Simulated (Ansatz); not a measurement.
# C3H5F3O: the cost of one run

The runs use Ansatz 0.2.0, Gaussian basis; the settings change from run to run.

### Step 1. The geometry

An earlier PBE0-D4 in a triple-zeta def2 set relaxation fixed the geometry.

12 atoms, charge 0, spin multiplicity 1.

Atoms are counted from 1 here; the program's logs count them from 0.

Bond lengths: F1–C2 1.381 Å, C2–O3 1.372 Å, C2–H8 1.091 Å, C2–H9 1.094 Å, O3–C4 1.407 Å, C4–C5 1.510 Å, C4–H10 1.095 Å, C4–H11 1.093 Å, C5–F6 1.360 Å, C5–F7 1.352 Å, C5–H12 1.096 Å. Angles: F1–C2–O3 110.4°, F1–C2–H8 108.0°, F1–C2–H9 106.7°, O3–C2–H8 107.0°, O3–C2–H9 112.7°, H8–C2–H9 111.9°, C2–O3–C4 115.3°, O3–C4–C5 112.0°, O3–C4–H10 111.8°, O3–C4–H11 107.8°, C5–C4–H10 109.0°, C5–C4–H11 108.0°, H10–C4–H11 108.0°, C4–C5–F6 110.6°, C4–C5–F7 110.8°, C4–C5–H12 111.6°, F6–C5–F7 107.2°, F6–C5–H12 108.0° and more.

### Step 2. PBE-QIDH/aug-pcseg-2

This run has coordinates scaled by 0.92, the search for lower states set to off.

in.yaml

```yaml
crystal:
  periodic: [false, false, false]
  atoms:
    - {symbol: F, position_ang: [-0.134919, -2.204019, 0.854343]}
    - {symbol: C, position_ang: [0.205458, -1.026172, 1.188784]}
    - {symbol: O, position_ang: [0.835945, -0.466227, 0.249696]}
    - {symbol: C, position_ang: [0.113240, -0.093533, -0.757229]}
    - {symbol: C, position_ang: [-0.219010, 1.253764, -0.690427]}
    - {symbol: F, position_ang: [-0.881136, 1.494179, 0.343639]}
    - {symbol: F, position_ang: [0.803841, 1.959849, -0.644839]}
    - {symbol: H, position_ang: [0.835844, -1.094776, 1.966280]}
    - {symbol: H, position_ang: [-0.640787, -0.538818, 1.433318]}
    - {symbol: H, position_ang: [-0.731430, -0.636805, -0.832718]}
    - {symbol: H, position_ang: [0.651875, -0.239617, -1.593258]}
    - {symbol: H, position_ang: [-0.768172, 1.541391, -1.486216]}
basis:
  gaussian: {orbitals: aug-pcseg-2}
hamiltonian: {xc: {name: PBE-QIDH}}
scf: {lower_state_search: off}
output: {forces: true}
```

Started as:

```sh
$ ansatz run in.yaml --threads 4 --pin off --events-out ev --progress --plain --max-ram 11315MiB
```

Q: Estimate wall time and peak memory on 4 threads of Arm Neoverse V2, shared host.

About 71 s, with a peak of 3.1 GiB.
